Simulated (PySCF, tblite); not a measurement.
# dibenzofuran (C12H8O): geometry, infrared bands, NMR shifts, spin-spin couplings and electronic excitations

Aim: predict the infrared bands, NMR shifts, spin-spin couplings and electronic excitations of dibenzofuran (C12H8O) (`c1ccc2c(c1)oc1ccccc12`).

Programs: tblite 0.8.0 and PySCF 2.14.0, with density-fitted response routines of our own. Each step states its level of theory. These are calculated values for one molecule in the gas phase, unless marked as measured. Atoms are numbered from 0 throughout.

## 1. The starting structure

21 atoms, charge 0, multiplicity 1; geometry from: force field or distance geometry start.

Bonds of the start (Å): C0–C1 1.39, C1–C2 1.39, C2–C3 1.42, C3–C4 1.38, C4–C5 1.39, C4–O6 1.36, O6–C7 1.36, C7–C8 1.39, C8–C9 1.40, C9–C10 1.40, C10–C11 1.40, C11–C12 1.41, C5–C0 1.41, C12–C7 1.39, C12–C3 1.43, C0–H13 1.08, C1–H14 1.09, C2–H15 1.08, C5–H16 1.09, C8–H17 1.08, C9–H18 1.09, C10–H19 1.08, C11–H20 1.08.

## 2. Relaxing the molecule with GFN2-xTB

The job: settings as JSON, then the geometry in Å.

```
{"job": {"kind": "relax", "xc": "GFN2-xTB", "basis": "xTB"}, "charge": 0, "multiplicity": 1}
C      3.414700     0.340500     0.144400
C      3.038200    -1.000600     0.090700
C      1.704800    -1.392400     0.040200
C      0.704500    -0.380700     0.010000
C      1.107800     0.940500     0.072000
C      2.433700     1.352700     0.125500
O      0.030500     1.775000     0.035100
C     -1.070800     0.986300    -0.019700
C     -2.386900     1.437200    -0.066500
C     -3.397400     0.464700    -0.125800
C     -3.079400    -0.896600    -0.149100
C     -1.746700    -1.330000    -0.100800
C     -0.724100    -0.361200    -0.029100
H      4.462900     0.613700     0.191600
H      3.813200    -1.761600     0.117100
H      1.422000    -2.438500     0.014600
H      2.703100     2.406700     0.165400
H     -2.620400     2.493800    -0.053400
H     -4.436500     0.777900    -0.160100
H     -3.870400    -1.630100    -0.190300
H     -1.511400    -2.380300    -0.112100
```

Launch:

```
OMP_NUM_THREADS=2 python probes_run.py task.json out
```

This one command runs all jobs of the session in turn.

**Question.** This job is followed by: GFN2-xTB harmonic vibrations, gas phase; PBE0-D3(BJ)/def2-SVP geometry optimisation, gas phase; GIAO PBE0/pcSseg-1 NMR shielding, non-relativistic, gas phase; B3LYP/pcJ-1 indirect spin-spin coupling, non-relativistic, gas phase; TDDFT CAM-B3LYP/def2-SVPD, vertical, gas phase, core orbitals frozen in the response; GIAO WP04/pcSseg-1 NMR shielding, non-relativistic, gas phase. What will the session give for the following? strongest single infrared mode (GFN2-xTB); zero-point energy (GFN2-xTB); point group; rotational constants (main isotopes); 13C shifts against TMS (PBE0/pcSseg-1, means over atoms taken as alike); 1H shifts against TMS (PBE0/pcSseg-1, means over atoms taken as alike); 17O shifts against H2O (PBE0/pcSseg-1); largest coupling of the table (B3LYP/pcJ-1); lowest singlet (CAM-B3LYP/def2-SVPD); brightest single state of those computed; lowest triplet; range of the shift of O6.

The runs gave:

| quantity | value |
| --- | --- |
| strongest single infrared mode (GFN2-xTB) | 3098 cm⁻¹, 86 km/mol |
| zero-point energy (GFN2-xTB) | 100.1 kcal/mol |
| point group | C2v |
| rotational constants (main isotopes) | 2.29, 0.60, 0.48 GHz |
| 13C shifts against TMS (PBE0/pcSseg-1, means over atoms taken as alike) | 160.3, 132.4, 128.1, 127.6, 126.0, 116.4 ppm |
| 1H shifts against TMS (PBE0/pcSseg-1, means over atoms taken as alike) | 8.25, 7.68, 7.61, 7.53 ppm |
| 17O shifts against H2O (PBE0/pcSseg-1) | 229.6 ppm |
| largest coupling of the table (B3LYP/pcJ-1) | 1J(C,H) C5–H16, 171.5 Hz (mean over like pairs) |
| lowest singlet (CAM-B3LYP/def2-SVPD) | 4.75 eV (261 nm), f = 0.026 |
| brightest single state of those computed | state 5, 6.20 eV, f = 0.913 |
| lowest triplet | 3.50 eV |
| range of the shift of O6 | 220.4 to 229.6 ppm |

What this shows: Over 25 steps the energy fell by 0.123 eV; of the close pairs, C2–C3 changed most, 1.423 to 1.388 Å (GFN2-xTB). All 57 modes are real, so the xTB geometry is a minimum. GFN2-xTB is a fitted tight-binding method: band positions and strengths are rough. Its intensities can rank the bands wrongly. The start of the PBE0/def2-SVP relaxation was shaken at random by about 0.01 Å, so part of the energy gained, and of the first lengths quoted, undoes that. Over 7 steps the energy fell by 0.255 eV; of the close pairs, C3–C12 changed most, 1.501 to 1.448 Å (PBE0/def2-SVP). NICS(1)zz of -17 ppm above the planar ring from C3 marks a diatropic (aromatic) ring current. NICS(1)zz of -29 ppm above the planar ring from C7 marks a diatropic (aromatic) ring current. Of the pairs tabulated at B3LYP/pcJ-1, C5–H16 (mean over like pairs) couples most strongly (171.5 Hz; Fermi contact 170.2 Hz). The first singlet state (HOMO−1→LUMO 0.74, HOMO→LUMO+1 0.19) lies at 4.75 eV and is weak; of the 10 states computed, the strongest absorption comes from state 5 at 6.20 eV. The lowest triplet lies 1.25 eV below the lowest singlet (triplets in Tamm-Dancoff, singlets in full TDDFT). Across the 2 runs the shift of O6 moves most, between 220.4 (WP04/pcSseg-1) and 229.6 ppm (PBE0/pcSseg-1). The conformer search found further structures of the same energy, which may be mirror or relabelled copies of this one.
